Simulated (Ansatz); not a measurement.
Relaxation of a periodic cell of 17 atoms, Si (host Si, host structure diamond, interstitial Si), to a largest force component of 0.03 eV/Å in at most 60 steps.

Level of theory: Ansatz 0.2.0, DFT LDA, scalar-relativistic, plane waves, PAW. Settings: PAW set soft_1, cutoff 420 eV, k mesh 2x2x2, fermi-dirac smearing 0.02 eV, no spin polarisation.

```xyz
17
Lattice="0.0000 5.4300 5.4300 5.4300 0.0000 5.4300 5.4300 5.4300 0.0000" Properties=species:S:1:pos:R:3
Si 0.000 0.000 0.000
Si 1.357 1.357 1.357
Si 2.715 2.715 0.000
Si 4.072 4.072 1.357
Si 2.715 0.000 2.715
Si 4.072 1.357 4.072
Si 5.430 2.715 2.715
Si 6.787 4.072 4.072
Si 0.000 2.715 2.715
Si 1.357 4.072 4.072
Si 2.715 5.430 2.715
Si 4.072 6.787 4.072
Si 2.715 2.715 5.430
Si 4.072 4.072 6.787
Si 5.430 5.430 5.430
Si 6.787 6.787 6.787
Si 4.153 4.078 4.032
```

Problem. Where does it end, and by what steps?

Solution. The run converged. The force dipped under the threshold on the way, but the program's further checks kept it going. Limits of this set-up: coarse k mesh, PAW files made for another functional, a small cell, in which the defect meets its images. After 4 steps the energy has fallen by 0.139 eV; Si17 moved furthest, 0.08 Å.

```tsv
step	energy less start (eV)	largest force component (eV/Å)	accepted
0	0.0000	0.758	yes
1	-0.1160	0.339	yes
2	-0.1389	0.030	yes
3	-0.1389	0.030	yes
4	-0.1393	0.003	yes
```

```xyz
17
Lattice="0.0000 5.4300 5.4300 5.4300 0.0000 5.4300 5.4300 5.4300 0.0000" Properties=species:S:1:pos:R:3
Si 0.010 0.005 0.003
Si 1.362 1.358 1.355
Si 2.714 2.710 0.003
Si 4.077 4.073 1.322
Si 2.714 0.006 2.707
Si 4.077 1.324 4.070
Si 5.456 2.694 2.691
Si 6.826 4.073 4.070
Si 0.009 2.710 2.708
Si 1.329 4.073 4.070
Si 2.699 5.451 2.692
Si 4.077 6.821 4.070
Si 2.699 2.695 5.448
Si 4.077 4.073 6.818
Si 5.456 5.451 5.449
Si 6.793 6.788 6.785
Si 4.078 4.073 4.070
```

Whether the end is a true minimum wasn't checked by a vibrational analysis.

The run took 23 s on 1 thread of Arm Neoverse V2 (shared host), peak memory 0.46 GiB.
